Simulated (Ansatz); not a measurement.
# Alloy of ZnS and ZnSe (6 of 32 S sites exchanged), 64 atoms

Wanted: the relaxed alloy cell and its gap (PBEsol and r²SCAN).

Method: density functional theory in Ansatz 0.2.0, PAW datasets, plane waves.

## (1) The system as built

64 atoms (32 Zn, 26 S, 6 Se); a = 10.818 Å, b = 10.818 Å, c = 10.818 Å, α = 90.00°, β = 90.00°, γ = 90.00°. All atoms were shaken off their sites by about 0.02 Å along each axis.

Steps to follow: (2) PBEsol cell relaxation at the single k point (¼, ¼, ¼), on 1 × NVIDIA GB300 Max-Q with 8 threads of Arm Neoverse-V2; (3) r²SCAN single point at the single k point (¼, ¼, ¼), on 1 × NVIDIA GB300 Max-Q with 8 threads of Arm Neoverse-V2.

## (2) PBEsol relaxation of the cell and the positions

File in.yaml:

```yaml
crystal:
  lattice:
    - [10.817836, 0.000000, 0.000000]
    - [0.000000, 10.817836, 0.000000]
    - [0.000000, 0.000000, 10.817836]
  atoms:
    - { symbol: Zn, position: [0.003423, 0.996585, 0.001100] }
    - { symbol: Zn, position: [0.000268, 0.999861, 0.498744] }
    - { symbol: Zn, position: [0.004156, 0.498797, 0.002252] }
    - { symbol: Zn, position: [0.001321, 0.502616, 0.500996] }
    - { symbol: Zn, position: [0.501220, 0.998932, 0.000791] }
    - { symbol: Zn, position: [0.502030, 0.000426, 0.499978] }
    - { symbol: Zn, position: [0.498814, 0.501510, 0.002626] }
    - { symbol: Zn, position: [0.502503, 0.500950, 0.499899] }
    - { symbol: Zn, position: [0.251559, 0.248396, 0.001723] }
    - { symbol: Zn, position: [0.248065, 0.251163, 0.500313] }
    - { symbol: Zn, position: [0.249759, 0.748768, 0.997872] }
    - { symbol: Zn, position: [0.249411, 0.752528, 0.497106] }
    - { symbol: Zn, position: [0.748696, 0.251737, 0.999964] }
    - { symbol: Zn, position: [0.750903, 0.250746, 0.498085] }
    - { symbol: Zn, position: [0.752195, 0.748396, 0.999137] }
    - { symbol: Zn, position: [0.747499, 0.750450, 0.501171] }
    - { symbol: Zn, position: [0.250548, 0.001214, 0.249586] }
    - { symbol: Zn, position: [0.251735, 0.997986, 0.749530] }
    - { symbol: Zn, position: [0.248069, 0.499021, 0.249496] }
    - { symbol: Zn, position: [0.247493, 0.496828, 0.752016] }
    - { symbol: Zn, position: [0.749973, 0.000731, 0.251956] }
    - { symbol: Zn, position: [0.749521, 0.000695, 0.750041] }
    - { symbol: Zn, position: [0.752500, 0.501548, 0.248109] }
    - { symbol: Zn, position: [0.749460, 0.502089, 0.750676] }
    - { symbol: Zn, position: [0.998444, 0.250529, 0.250311] }
    - { symbol: Zn, position: [0.001142, 0.249713, 0.754149] }
    - { symbol: Zn, position: [0.001279, 0.750709, 0.248494] }
    - { symbol: Zn, position: [0.997205, 0.752038, 0.748709] }
    - { symbol: Zn, position: [0.500109, 0.250478, 0.252245] }
    - { symbol: Zn, position: [0.503269, 0.248218, 0.751797] }
    - { symbol: Zn, position: [0.498129, 0.752289, 0.253640] }
    - { symbol: Zn, position: [0.496244, 0.751940, 0.752772] }
    - { symbol: S, position: [0.128403, 0.124042, 0.123788] }
    - { symbol: S, position: [0.124033, 0.122116, 0.621504] }
    - { symbol: S, position: [0.124420, 0.622929, 0.623645] }
    - { symbol: S, position: [0.625080, 0.125998, 0.123781] }
    - { symbol: S, position: [0.624253, 0.623771, 0.128036] }
    - { symbol: S, position: [0.625005, 0.626022, 0.625840] }
    - { symbol: S, position: [0.377358, 0.376227, 0.121240] }
    - { symbol: S, position: [0.374139, 0.369706, 0.626732] }
    - { symbol: S, position: [0.373386, 0.873219, 0.126267] }
    - { symbol: S, position: [0.374556, 0.875955, 0.627867] }
    - { symbol: S, position: [0.877773, 0.370901, 0.127028] }
    - { symbol: S, position: [0.873420, 0.375655, 0.627987] }
    - { symbol: S, position: [0.873244, 0.874791, 0.122992] }
    - { symbol: S, position: [0.874889, 0.874798, 0.622733] }
    - { symbol: S, position: [0.372354, 0.623963, 0.376485] }
    - { symbol: S, position: [0.378779, 0.626133, 0.875754] }
    - { symbol: S, position: [0.873922, 0.129077, 0.373770] }
    - { symbol: S, position: [0.875783, 0.127458, 0.877038] }
    - { symbol: S, position: [0.871241, 0.623616, 0.373865] }
    - { symbol: S, position: [0.124490, 0.374270, 0.375431] }
    - { symbol: S, position: [0.126852, 0.372007, 0.873997] }
    - { symbol: S, position: [0.125885, 0.873431, 0.375935] }
    - { symbol: S, position: [0.130458, 0.876526, 0.877105] }
    - { symbol: S, position: [0.625437, 0.373074, 0.374254] }
    - { symbol: S, position: [0.628015, 0.374261, 0.879718] }
    - { symbol: S, position: [0.622883, 0.876421, 0.878061] }
    - { symbol: Se, position: [0.125299, 0.625772, 0.127429] }
    - { symbol: Se, position: [0.624049, 0.126771, 0.624125] }
    - { symbol: Se, position: [0.373359, 0.125313, 0.375076] }
    - { symbol: Se, position: [0.374423, 0.125620, 0.875619] }
    - { symbol: Se, position: [0.872924, 0.626413, 0.877930] }
    - { symbol: Se, position: [0.623207, 0.877745, 0.374529] }
  symmetry: { detect: false }
kpoints:
  mp_grid: { grid: [1, 1, 1], shift: [0.25, 0.25, 0.25] }
hamiltonian:
  xc: pbesol
scf:
  occupations: { method: fermi_dirac, width: 0.01 }
relax:
  f_tol: 0.03
  max_steps: 80
  escape_saddle: false
  adjacent_minimum: "off"
  cell: { fix: [shape] }
output:
  forces: true
  eigenvalues: true
  populations: true
```

The run is started by

```console
> ansatz run in.yaml --threads 8 --pin off --max-ram 118750MiB --runs-dir r --events-out ev --progress --plain --backend cuda --devices 0,
```

After this run come: r²SCAN single point.

What does the calculation give? Wanted: for each run, top filled to lowest empty.

**Answer**, as computed:

| level | time | top filled to lowest empty (eV) |
| --- | --- | --- |
| PBEsol, relaxation | 8.3 s (GPU) | 2.87 |
| r²SCAN | 6.7 s (GPU) | 3.51 |

| quantity | value |
| --- | --- |
| relaxation | 5 recorded steps, 1.12 eV gained |
| largest shift | 0.14 Å (Zn30) |
| relaxed cell | a = 10.815 Å, b = 10.815 Å, c = 10.815 Å, α = 90.00°, β = 90.00°, γ = 90.00° |
| mean bonds | S–Zn 2.325, Se–Zn 2.418 Å |

The relaxation lowers the energy by 1.12 eV; the largest shift is 0.14 Å (Zn30), while the volume changes by -0.1 %. The mean lengths of the listed bonds run from S–Zn 2.32 Å to Se–Zn 2.42 Å. Spin–orbit coupling is left out, which matters for the band edges of the heavier elements here. With one k point the spacing samples only the states that fold onto it, so it can exceed the gap over the zone.
